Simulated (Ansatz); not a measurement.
# C7H7O: the cost of one run

Computed with Ansatz 0.2.0 (the levels named in each step, unless a step's input says otherwise).

## 1. Starting point

Bond lengths (14 of 15 bonds, heavy atoms first): C1–C2 1.485 Å, C2–C3 1.375 Å, C3–C4 1.391 Å, C4–C5 1.400 Å, C5–C6 1.364 Å, C2–C7 1.465 Å, C6–C7 1.448 Å, C7–O8 1.238 Å, C1–H9 1.087 Å, C1–H10 1.087 Å, C1–H11 1.094 Å, C3–H12 1.082 Å, C4–H13 1.080 Å, C5–H14 1.081 Å. Angles (14 of 24 angles, heavy atoms first): C1–C2–C3 122.8°, C1–C2–C7 117.3°, C3–C2–C7 119.9°, C2–C3–C4 121.5°, C3–C4–C5 120.3°, C4–C5–C6 120.4°, C5–C6–C7 121.6°, C2–C7–C6 116.3°, C2–C7–O8 121.6°, C6–C7–O8 122.1°, C2–C1–H9 109.7°, C2–C1–H10 111.7°, C2–C1–H11 109.6°, C2–C3–H12 119.3°.

As a file:

```xyz
15

C    -2.2732   -0.5037   -0.2581
C    -0.7968   -0.4232   -0.1192
C     0.0193   -1.5276   -0.1825
C     1.3997   -1.4195   -0.0526
C     1.9949   -0.1676    0.1451
C     1.2285    0.9582    0.2165
C    -0.2133    0.9033    0.0926
O    -0.9179    1.9184    0.1631
H    -2.7483   -0.0948    0.6303
H    -2.6071   -1.5259   -0.4158
H    -2.5975    0.1221   -1.0942
H    -0.4220   -2.5031   -0.3369
H     2.0162   -2.3041   -0.1050
H     3.0693   -0.1011    0.2413
H     1.6647    1.9340    0.3689
```

## 2. A rough first relaxation, PBE-D4/def2-SVP

This run stands in another session on the same molecule. It ended at:

```xyz
15

C    -2.2966   -0.5006   -0.2589
C    -0.8100   -0.4293   -0.1231
C     0.0205   -1.5467   -0.1877
C     1.4213   -1.4296   -0.0539
C     2.0289   -0.1637    0.1508
C     1.2452    0.9739    0.2219
C    -0.2088    0.9050    0.0892
O    -0.9269    1.9328    0.1553
H    -2.7904   -0.0771    0.6405
H    -2.6496   -1.5373   -0.4146
H    -2.6409    0.1331   -1.1029
H    -0.4255   -2.5420   -0.3458
H     2.0494   -2.3318   -0.1094
H     3.1231   -0.0949    0.2524
H     1.6767    1.9737    0.3798
```

## 3. Relaxation, HF/STO-3G

The input, input.yaml:

```yaml
crystal:
  periodic: [false, false, false]
  atoms:
    - { symbol: C, position_ang: [-2.29659595, -0.50061471, -0.25892067] }
    - { symbol: C, position_ang: [-0.80997318, -0.42933091, -0.12305766] }
    - { symbol: C, position_ang: [0.02048266, -1.54670182, -0.18768239] }
    - { symbol: C, position_ang: [1.42134013, -1.4296345, -0.05392604] }
    - { symbol: C, position_ang: [2.02892858, -0.16370567, 0.15079655] }
    - { symbol: C, position_ang: [1.24520308, 0.97394773, 0.22185316] }
    - { symbol: C, position_ang: [-0.20880623, 0.90500924, 0.08924151] }
    - { symbol: O, position_ang: [-0.92686314, 1.93276339, 0.15525323] }
    - { symbol: H, position_ang: [-2.79040352, -0.07710801, 0.64045173] }
    - { symbol: H, position_ang: [-2.64957744, -1.53734381, -0.41462225] }
    - { symbol: H, position_ang: [-2.64086666, 0.13312029, -1.10292455] }
    - { symbol: H, position_ang: [-0.42546839, -2.54198819, -0.34580624] }
    - { symbol: H, position_ang: [2.04935692, -2.33183251, -0.10937658] }
    - { symbol: H, position_ang: [3.12310137, -0.09486042, 0.25236283] }
    - { symbol: H, position_ang: [1.67668177, 1.97374988, 0.37983737] }
magnetization:
  spin_polarized: true
  initial_magnetization: 1
basis:
  gaussian: { orbitals: STO-3G }
hamiltonian:
  xc: hf
relax:
  f_tol: 0.004
  max_steps: 150
```

The run is started by

```bash
ansatz run input.yaml --threads 4 --pin off --max-ram 10240MiB --backend cpu --events-out ev --progress --plain --runs-dir out
```

What time and memory should one allow on 4 threads of Intel Xeon at 2.50GHz (Skylake/Cascade Lake), shared host?

About 20 s, with a peak of 0.15 GiB.
